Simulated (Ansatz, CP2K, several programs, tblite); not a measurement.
Energy against volume for FeSi (P2_13) from a database of computed structures, at fixed shape and fractional coordinates, computed by several methods (PBE and r2SCAN, where shown, with plane waves in Ansatz); the cell shown is that of r2SCAN. With free coordinates or axes held, a curve is too stiff, and on another method's shape its minimum isn't the method's own volume. It is cubic, P2_13 (No. 198); conventional cell a = 4.403 Å, 10.67 Å³ an atom. Fe has 7 Si at 2.25–2.47 Å; Si has 7 Fe at 2.25–2.47 Å. No spin polarisation and no zero-point or thermal motion. Energies count from each curve's lowest point; fits are third-order Birch-Murnaghan.

```yaml
crystal:
  lattice:
    - [4.40305, 0.00000, 0.00000]
    - [0.00000, 4.40305, 0.00000]
    - [0.00000, 0.00000, 4.40305]
  atoms:
    - { symbol: Fe, position: [0.86334, 0.63666, 0.36334] }
    - { symbol: Fe, position: [0.63666, 0.36334, 0.86334] }
    - { symbol: Fe, position: [0.36334, 0.86334, 0.63666] }
    - { symbol: Fe, position: [0.13666, 0.13666, 0.13666] }
    - { symbol: Si, position: [0.15887, 0.34113, 0.65887] }
    - { symbol: Si, position: [0.34113, 0.65887, 0.15887] }
    - { symbol: Si, position: [0.65887, 0.15887, 0.34113] }
    - { symbol: Si, position: [0.84113, 0.84113, 0.84113] }
```

r2SCAN, on the shape of its own relaxed cell:
```tsv
V (Å³/atom)	E (meV/atom)
10.030	34.22
10.350	8.07
10.670	0.00
10.990	7.29
11.310	27.60
```
V₀ = 10.67 Å³ an atom and B₀ = 256 GPa.

GFN1-xTB (tblite), on the shape of the cell shown, as a cluster of 64 atoms at the zone centre:
```
V (Å³/atom)  E (meV/atom)
      9.390        671.36
     10.030        355.89
     10.670        161.89
     11.310         51.72
     11.951          0.00
```
The lowest point is an end point, so the minimum isn't bracketed.

PBE/DZVP (CP2K), on the shape of the cell shown:

| V (Å³/atom) | E (meV/atom) |
| --- | --- |
| 9.390 | 223.02 |
| 10.030 | 69.15 |
| 10.670 | 2.84 |
| 11.310 | 0.00 |
| 11.951 | 43.97 |

V₀ = 11.01 Å³ an atom and B₀ = 230 GPa.

PBE, on the shape of its own relaxed cell:
```csv
V (Å³/atom),E (meV/atom)
10.338,32.07
10.668,7.61
10.998,0.00
11.328,6.69
11.658,25.52
```
V₀ = 11.00 Å³ an atom and B₀ = 231 GPa.

PBE/SZV (CP2K), on the shape of the cell shown:

| V (Å³/atom) | E (meV/atom) |
| --- | --- |
| 9.390 | 701.75 |
| 10.030 | 387.66 |
| 10.670 | 183.75 |
| 11.310 | 61.30 |
| 11.951 | 0.00 |

The lowest point is an end point, so the minimum isn't bracketed.
